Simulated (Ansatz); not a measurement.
The same calculation of C₂H₆Si₂, SMILES [SiH3]C1=C[SiH2]1 as a Python script and as an input file (Ansatz 0.2.0 through its Python package).

Script `energy_c2h6si2.py`:
```python
# -*- coding: utf-8 -*-
'''Electronic structure of the C2H6Si2 molecule.'''

from dataclasses import dataclass
from pathlib import Path
import warnings

import ansatz as az


@dataclass
class RunConfig:
    basis: str = '6-31G*'


settings = RunConfig()

warnings.simplefilter('ignore', az.DeckWarning)

geometry_ang = [
    ('Si', [-0.9792, 0.9326, -0.8553]),
    ('C', [-0.1205, -0.1697, 0.0124]),
    ('C', [-0.0552, -1.3542, 0.53]),
    ('Si', [1.5044, -0.3583, 0.7901]),
    ('H', [-1.3698, 0.4783, -2.2415]),
    ('H', [-2.2946, 1.3413, -0.1787]),
    ('H', [-0.2383, 2.2413, -1.0373]),
    ('H', [-0.5248, -2.2495, 0.6673]),
    ('H', [1.5857, 0.0027, 2.2668]),
    ('H', [2.5754, -0.9157, 0.0491]),
]
c2h6si2 = az.Crystal.molecule()
for symbol, xyz in geometry_ang:
    c2h6si2 = c2h6si2.atom(symbol, xyz)

calc = (
    c2h6si2.calculation()
    .basis(gaussian=settings.basis)
    .functional(az.LibraryFunctional('B2GP-PLYP'))
    .orbitals()
)
result = calc.run(threads=1, backend='cpu', runs_dir='out')
data = result.report

print('reference energy %16.6f eV' % data['reference_energy_ev'])
print('total energy     %16.6f eV' % data['free_energy_ev'])
print('occupied orbitals outside the frozen core (up, down):', data['n_occupied'], ' frozen:', data['n_frozen'], ' virtual:', data['n_virtual'])

state = data['mean_field']['state']
print(f'mean field: {state["energy"]["hartree"]:.7f} Ha, <S^2> = {abs(state["spin_squared"]):.4f}, stability: {state.get("stability", {}).get("kind")}')

lines = Path(data['orbitals_path']).read_text().splitlines()
field_of = lambda key: [line.split('=')[1].strip() for line in lines if line.startswith(key)]
orbitals = [(27.211386 * float(e), s, float(n)) for e, s, n in zip(field_of('Ene='), field_of('Spin='), field_of('Occup='))]
homo = max(e for e, _, n in orbitals if n > 0.5)
lumo = min(e for e, _, n in orbitals if n < 0.5)
for e, spin, n in sorted(orbitals):
    if homo - 10 < e < lumo + 5:
        print(f'{spin:6s} {e:10.3f} eV  occupation {n:.0f}')
```

```console
$ python energy_c2h6si2.py
reference energy    -17904.810589 eV
total energy        -17909.585817 eV
occupied orbitals outside the frozen core (up, down): [11, 11]  frozen: 12  virtual: [57, 57]
mean field: -657.9896528 Ha, <S^2> = 0.0000, stability: minimum
Alpha     -16.330 eV  occupation 2
Alpha     -13.803 eV  occupation 2
Alpha     -12.929 eV  occupation 2
Alpha     -12.310 eV  occupation 2
Alpha     -11.430 eV  occupation 2
Alpha     -10.610 eV  occupation 2
Alpha      -9.564 eV  occupation 2
Alpha      -8.057 eV  occupation 2
Alpha       1.196 eV  occupation 0
Alpha       1.351 eV  occupation 0
Alpha       2.694 eV  occupation 0
Alpha       3.626 eV  occupation 0
Alpha       3.734 eV  occupation 0
Alpha       4.588 eV  occupation 0
Alpha       4.718 eV  occupation 0
Alpha       5.962 eV  occupation 0
```

`input.yaml`:
```yaml
crystal:
  periodic: [false, false, false]
  atoms:
    - { symbol: Si, position_ang: [-0.9792, 0.9326, -0.8553] }
    - { symbol: C, position_ang: [-0.1205, -0.1697, 0.0124] }
    - { symbol: C, position_ang: [-0.0552, -1.3542, 0.53] }
    - { symbol: Si, position_ang: [1.5044, -0.3583, 0.7901] }
    - { symbol: H, position_ang: [-1.3698, 0.4783, -2.2415] }
    - { symbol: H, position_ang: [-2.2946, 1.3413, -0.1787] }
    - { symbol: H, position_ang: [-0.2383, 2.2413, -1.0373] }
    - { symbol: H, position_ang: [-0.5248, -2.2495, 0.6673] }
    - { symbol: H, position_ang: [1.5857, 0.0027, 2.2668] }
    - { symbol: H, position_ang: [2.5754, -0.9157, 0.0491] }
basis:
  gaussian:
    orbitals: "6-31G*"
hamiltonian:
  xc:
    name: B2GP-PLYP
output:
  orbitals: {}
```

Reading the output:
- Total energies depend on the basis set; only differences at equal settings carry meaning.
- The geometry is a force-field or estimated start, not a minimum of this method, and the basis set is short of its limit.
- Alpha marks a spatial orbital of a restricted run, filled by both spins.
- Levels such as HOMO and LUMO are orbital energies: with these approximate functionals they aren't the ionisation energy and electron affinity, and their gap isn't the fundamental gap.
- For a double hybrid the total adds scaled second-order correlation to the self-consistent reference.
- It ran for 2.9 s on 1 thread of INTEL(R) XEON(R) PLATINUM 8581C CPU @ 2.10GHz (Emerald Rapids), on a shared host, peak memory 0.2 GiB.
